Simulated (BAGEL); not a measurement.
**C2H4ClSi (SMILES C=C[SiH]Cl): UHF/def2-SVP (density fitting with qzvpp-jkfit)**

What is the electronic atomisation energy of C2H4ClSi at UHF/def2-SVP (density fitting with qzvpp-jkfit)? 

The calculation is run with BAGEL 1.2.2.

19 further runs of the same task are left out: 1 that didn't finish, 18 set aside as unsound or not needed.

### 1 Starting point

C2H4ClSi: 8 atoms, total charge 0, spin state doublet. SMILES: `C=C[SiH]Cl`. The coordinates come from a PBE0-D4/def2-TZVP relaxation.

Bond lengths: C1–C2 1.335 Å, C2–Si3 1.841 Å, Si3–Cl4 2.059 Å, C1–H5 1.087 Å, C1–H6 1.086 Å, C2–H7 1.088 Å, Si3–H8 1.489 Å. Angles: C1–C2–Si3 122.0°, C2–Si3–Cl4 111.3°, C1–C2–H7 119.1°, Si3–C2–H7 118.7°, C2–C1–H5 121.9°, C2–C1–H6 122.0°, C2–Si3–H8 111.0°, Cl4–Si3–H8 109.0°, H5–C1–H6 116.1°.

### 2 The energy at UHF/def2-SVP (density fitting with qzvpp-jkfit)

job.json

```json
{ "bagel": [

{
  "title": "molecule",
  "basis": "svp",
  "df_basis": "qzvpp-jkfit",
  "angstrom": true,
  "geometry": [
    { "atom": "C", "xyz": [       0.647000,       1.027000,      -0.659700 ] },
    { "atom": "C", "xyz": [       0.628500,      -0.066700,       0.105400 ] },
    { "atom": "Si", "xyz": [      -0.903600,      -0.642600,       0.947100 ] },
    { "atom": "Cl", "xyz": [      -1.031600,      -2.697900,       0.941300 ] },
    { "atom": "H", "xyz": [      -0.256900,       1.588200,      -0.880600 ] },
    { "atom": "H", "xyz": [       1.563900,       1.404900,      -1.102500 ] },
    { "atom": "H", "xyz": [       1.561300,      -0.591000,       0.301600 ] },
    { "atom": "H", "xyz": [      -2.116300,      -0.079100,       0.291500 ] }
  ]
},

{ "title": "uhf", "nopen": 1 },

{ "title": "print", "file": "orbitals.molden", "orbitals": true }

]}
```

Started as:

```console
$ BAGEL_NUM_THREADS=1 BAGEL job.json > job.out
```

Output:

```text
* using 1 threads per process

  ===============================================================
  ===============================================================

  *** Geometry ***

  { "atom" : "C", "xyz" : [      1.222653,      1.940749,     -1.246652 ] },
  { "atom" : "C", "xyz" : [      1.187693,     -0.126045,      0.199177 ] },
  { "atom" : "Si", "xyz" : [     -1.707557,     -1.214338,      1.789760 ] },
  { "atom" : "Cl", "xyz" : [     -1.949441,     -5.098292,      1.778799 ] },
  { "atom" : "H", "xyz" : [     -0.485471,      3.001263,     -1.664093 ] },
  { "atom" : "H", "xyz" : [      2.955343,      2.654876,     -2.083423 ] },
  { "atom" : "H", "xyz" : [      2.950429,     -1.116828,      0.569941 ] },
  { "atom" : "H", "xyz" : [     -3.999227,     -0.149477,      0.550855 ] },

  Number of auxiliary basis functions:      478

  Since a DF basis is specified, we compute 2- and 3-index integrals:
    o Being stored without compression. Storage requirement is 0.027 GB

  Number of basis functions:       84
  Number of electrons      :       47

    * METHOD: MOLECULE                             0.38

  *** Open-shell HF ***

  === Nuclear Repulsion ===
   182.8484615317

      * DIIS with orbital gradients will be used.

  === UHF iteration (svp) ===
      0       -825.98657661          0.03134980           0.21
      1       -826.13115154          0.02023625           0.21
      2       -826.17860637          0.00939990           0.20
      3       -826.19255552          0.00156123           0.22
      4       -826.19510572          0.00060163           0.22
      5       -826.19556916          0.00029844           0.22
      6       -826.19581598          0.00009235           0.22
      7       -826.19591757          0.00005854           0.22
      8       -826.19600329          0.00004883           0.23
      9       -826.19613021          0.00003949           0.22
[... 11 lines of this table left out ...]
     21       -826.19647189          0.00000004           0.22
     22       -826.19647189          0.00000003           0.19
     23       -826.19647189          0.00000001           0.17
     24       -826.19647189          0.00000000           0.18
    * SCF iteration converged.

    * S^2 (UHF) is 0.8762

    * Permanent dipole moment:
           (   -0.305356,    -0.793596,     0.167503) a.u.

    * METHOD: UHF                                  5.17

    * METHOD: PRINT                                0.02

  ===============================================================
```

Wall time 6 s (1 thread of Intel Xeon Platinum 8488C (Sapphire Rapids), shared host); peak memory 0.12 GiB.

### 3 The C atom

calc.json

```json
{ "bagel" : [

{
  "title" : "molecule",
  "basis" : "svp",
  "df_basis" : "qzvpp-jkfit",
  "angstrom" : true,
  "geometry" : [
    { "atom" : "C", "xyz" : [    0.000000,    0.000000,    0.000000 ] }
  ]
},
{
  "title" : "uhf",
  "nopen" : 2
},
{
  "title" : "print",
  "file" : "orbitals.molden",
  "orbitals" : true
}

]}
```

Run the same way, it converges to -37.64522 Eh (log not shown).

### 4 The Cl atom

input.json

```json
{ "bagel" : [

{
  "title" : "molecule",
  "basis" : "svp",
  "df_basis" : "qzvpp-jkfit",
  "angstrom" : true,
  "geometry" : [
    { "atom" : "Cl", "xyz" : [       0.000000,       0.000000,       0.000000 ] }
  ]
},

{
  "title" : "uhf",
  "nopen" : 1
},

{
  "title" : "print",
  "file" : "orbitals.molden",
  "orbitals" : true
}

]}
```

Run the same way, it converges to -459.31929 Eh (log not shown).

### 5 The H atom

calc.json

```json
{ "bagel": [

{
  "title": "molecule",
  "basis": "svp",
  "df_basis": "qzvpp-jkfit",
  "angstrom": true,
  "geometry": [
    { "atom": "H", "xyz": [    0.000000,    0.000000,    0.000000 ] }
  ]
},
{
  "title": "uhf",
  "nopen": 1
},
{
  "title": "print",
  "file": "orbitals.molden",
  "orbitals": true
}

]}
```

Started as:

```console
$ BAGEL_NUM_THREADS=1 BAGEL calc.json > calc.out
```

Output:

```text
* using 1 threads per process

  ===============================================================
  ===============================================================

  *** Geometry ***

  { "atom" : "H", "xyz" : [      0.000000,      0.000000,      0.000000 ] },

  Number of auxiliary basis functions:       18

  Since a DF basis is specified, we compute 2- and 3-index integrals:
    o Being stored without compression. Storage requirement is 0.000 GB

  Number of basis functions:        5
  Number of electrons      :        1

    * METHOD: MOLECULE                             0.02

  *** Open-shell HF ***

  === Nuclear Repulsion ===
     0.0000000000

      * DIIS with orbital gradients will be used.

  === UHF iteration (svp) ===
      0         -0.48880011          0.03455312           0.00
      1         -0.49787654          0.01272374           0.00
      2         -0.49909101          0.00465624           0.00
      3         -0.49927841          0.00000000           0.00
    * SCF iteration converged.

    * S^2 (UHF) is 0.7500

    * Permanent dipole moment:
           (    0.000000,     0.000000,     0.000000) a.u.

    * METHOD: UHF                                  0.02

    * METHOD: PRINT                                0.00

  ===============================================================
```

It took 0.32 s on 1 thread of Intel Xeon Platinum 8488C (Sapphire Rapids), shared host.

### 6 The Si atom, same level

input.json

```json
{ "bagel" : [

{
  "title" : "molecule",
  "basis" : "svp",
  "df_basis" : "qzvpp-jkfit",
  "angstrom" : true,
  "geometry" : [
    { "atom" : "Si", "xyz" : [    0.000000,    0.000000,    0.000000 ] }
  ]
},
{
  "title" : "uhf",
  "nopen" : 2
},
{
  "title" : "print",
  "file" : "orbitals.molden",
  "orbitals" : true
}

]}
```

Run the same way, it converges to -288.75313 Eh (log not shown).

### 7 What came out

Level: UHF/def2-SVP (density fitting with qzvpp-jkfit).

```
                     quantity          value
       molecule: total energy  -826.19647 Eh
      molecule: dipole moment         2.20 D
               molecule: ⟨S²⟩          0.876
         C atom: total energy   -37.64522 Eh
        C atom: dipole moment         0.00 D
                 C atom: ⟨S²⟩          2.007
        Cl atom: total energy  -459.31929 Eh
       Cl atom: dipole moment         0.00 D
                Cl atom: ⟨S²⟩          0.755
         H atom: total energy    -0.49928 Eh
        H atom: dipole moment         0.00 D
                 H atom: ⟨S²⟩          0.750
        Si atom: total energy  -288.75313 Eh
       Si atom: dipole moment         0.00 D
                Si atom: ⟨S²⟩          2.009
electronic atomisation energy      22.762 eV
```

In words: Taking the molecule apart into free atoms costs 22.76 eV (2196 kJ/mol), before zero-point energy and without spin-orbit coupling. Hartree–Fock lacks the correlation of the bonding pairs, which as a rule makes this value much too low; in minimal bases other errors can mask that. ⟨S²⟩ (molecule) is 0.88 where a pure doublet has 0.75: the reference is spin-contaminated.
